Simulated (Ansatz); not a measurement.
Task: the interaction energy of a dimer with the counterpoise correction of BH5O, SMILES [BH3-][OH2+], with Ansatz's Python interface. Give the script and its output. Settings (for the species named): MP2, cc-pVDZ basis, multiplicity 1.

```xyz
7

B    -0.2160   -0.4830   -0.2270
O     0.3121    0.5072    0.7304
H     0.2098   -1.5075   -0.1186
H    -1.3619   -0.5335   -0.0471
H    -0.0842   -0.0643   -1.3748
H    -0.0923    1.4040    0.5178
H     1.2938    0.6091    0.4735
```

`dimer_bh5o.py`
```python
'''Binding of a BH5O dimer at a trial geometry.'''

import ansatz

config = {
    'basis_set': 'cc-pVDZ',
    'method': 'mp2',
}

FIRST = [
    ('B', (-0.2248, -0.4733, -0.2205)),
    ('O', (0.3033, 0.5169, 0.7369)),
    ('H', (0.201, -1.4978, -0.1121)),
    ('H', (-1.3707, -0.5238, -0.0406)),
    ('H', (-0.093, -0.0546, -1.3683)),
    ('H', (-0.1011, 1.4137, 0.5243)),
    ('H', (1.285, 0.6188, 0.48)),
]
SECOND = [
    ('B', (-3.8712, 0.4498, -0.3536)),
    ('O', (-4.1785, -0.7448, 0.4554)),
    ('H', (-4.7551, 0.9181, -0.8456)),
    ('H', (-3.3937, 1.2216, 0.3704)),
    ('H', (-2.9938, 0.1842, -1.1721)),
    ('H', (-3.3151, -1.1203, 0.811)),
    ('H', (-4.4905, -1.4378, -0.2247)),
]

def energy(atoms, ghosts=()):
    molecule = ansatz.Crystal.molecule()
    for symbol, xyz in atoms:
        molecule = molecule.atom(symbol, xyz)
    calc = (
        molecule.calculation()
        .basis(gaussian=config['basis_set'])
        .correlation(config['method'])
    )
    deck = calc.input()
    if ghosts:
        deck = deck.set(ansatz.key.basis.gaussian.ghost_atoms, [{'symbol': s, 'position_ang': list(xyz)} for s, xyz in ghosts])
    return ansatz.Session.from_dict(deck).plan().execute().report['free_energy_ev']

# ghost atoms carry the functions of the partner
both = energy(FIRST + SECOND)
alone = energy(FIRST) + energy(SECOND)
ghosted = energy(FIRST, SECOND) + energy(SECOND, FIRST)
print(f'dimer {both:.6f} eV')
print(f'interaction, uncorrected   {(both - alone):8.3f} eV')
print(f'interaction, counterpoise  {(both - ghosted):8.3f} eV')
print(f'basis-set superposition    {(alone - ghosted):8.3f} eV')
```

Running `python dimer_bh5o.py` prints:
```text
dimer -5590.201045 eV
interaction, uncorrected     -0.077 eV
interaction, counterpoise    -0.038 eV
basis-set superposition       0.039 eV
```

Uncorrected it is -0.077 eV, with the counterpoise correction -0.038 eV; the difference, 0.04 eV, is the superposition error.

Caveats:
- Total energies depend on the basis set; only differences at equal settings carry meaning.
- The dimer is a generated trial pose of unrelaxed monomers, not a minimum, so the figure is no binding energy, and the basis set is small.
- Timing: 3.6 s on 1 thread of Arm Neoverse V1 (shared host), peak memory 0.21 GiB.

(Lines on the test bed's own set-up are left out of the output.)
